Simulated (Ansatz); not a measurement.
# Eu2Cd3Cl2: the cost of one run

Method: DFT PBE, scalar-relativistic, plane waves, PAW, in Ansatz 0.2.0.

1 further run of the same task is left out (it didn't finish).

## Step 1: Starting point

Symmetry: R-3m, No. 166, trigonal system. The conventional cell has a = 6.297 Å, b = 6.297 Å, c = 15.095 Å, α = 90.00°, β = 90.00°, γ = 120.00°. Eu (site symmetry -3m) has 6 Cd at 3.10 Å in its first shell of neighbours. Eu (site symmetry -3m) is surrounded by 6 Cd at 3.15 Å and 2 Cl at 3.32 Å. Cd (site symmetry 2/m) has 2 Cl at 2.50 Å in its first shell of neighbours. Cl (site symmetry 3m) is surrounded by 3 Cd at 2.50 Å and 1 Eu at 3.32 Å.

As a file:

```
CELL_PARAMETERS angstrom
3.14851 1.81779 5.03163
-3.14851 1.81779 5.03163
0.00000 -3.63558 5.03163
ATOMIC_POSITIONS crystal
Eu 0.00000 0.00000 0.00000
Eu 0.50000 0.50000 0.50000
Cd 0.00000 0.00000 0.50000
Cd 0.50000 0.00000 0.00000
Cd 0.00000 0.50000 0.00000
Cl 0.72007 0.72007 0.72007
Cl 0.27993 0.27993 0.27993
```

The cell is invented: species swapped into a database cell of Tl2Pd3S2 (R-3m, No. 166), with Eu on the Tl sites, Cd on the Pd sites and Cl on the S sites. Its size is a rough estimate.

## Step 2: The guess as it stands, on a coarse mesh

Input file input.yaml:

```yaml
crystal:
  lattice:
    - [3.14850523, 1.81779034, 5.03162864]
    - [-3.14850523, 1.81779034, 5.03162864]
    - [0.0, -3.63558069, 5.03162864]
  atoms:
    - { symbol: Eu, position: [0.0, 0.0, 0.0], spin: 7.0 }
    - { symbol: Eu, position: [0.5, 0.5, 0.5], spin: 7.0 }
    - { symbol: Cd, position: [0.0, 0.0, 0.5] }
    - { symbol: Cd, position: [0.5, 0.0, 0.0] }
    - { symbol: Cd, position: [0.0, 0.5, 0.0] }
    - { symbol: Cl, position: [0.72006541, 0.72006541, 0.72006541] }
    - { symbol: Cl, position: [0.27993459, 0.27993459, 0.27993459] }
basis:
  ecutwfc: 420
kpoints:
  mp_grid: { grid: [3, 3, 3] }
hamiltonian:
  xc: pbe
scf:
  occupations: { method: gaussian, width: 0.1 }
  lower_state_search: "off"
output:
  forces: true
  stress: true
  eigenvalues: true
  populations: true
magnetization:
  spin_polarized: true
```

Launch:

```
> ansatz run input.yaml --threads 1 --pin off --max-ram 2560MiB --backend cpu --events-out ev --progress --plain --runs-dir out
```

**Question.** How long does this run take on 1 thread of Intel Xeon at 2.70GHz, shared host, and how much memory does it need?

About 19 s, with a peak of 0.58 GiB.
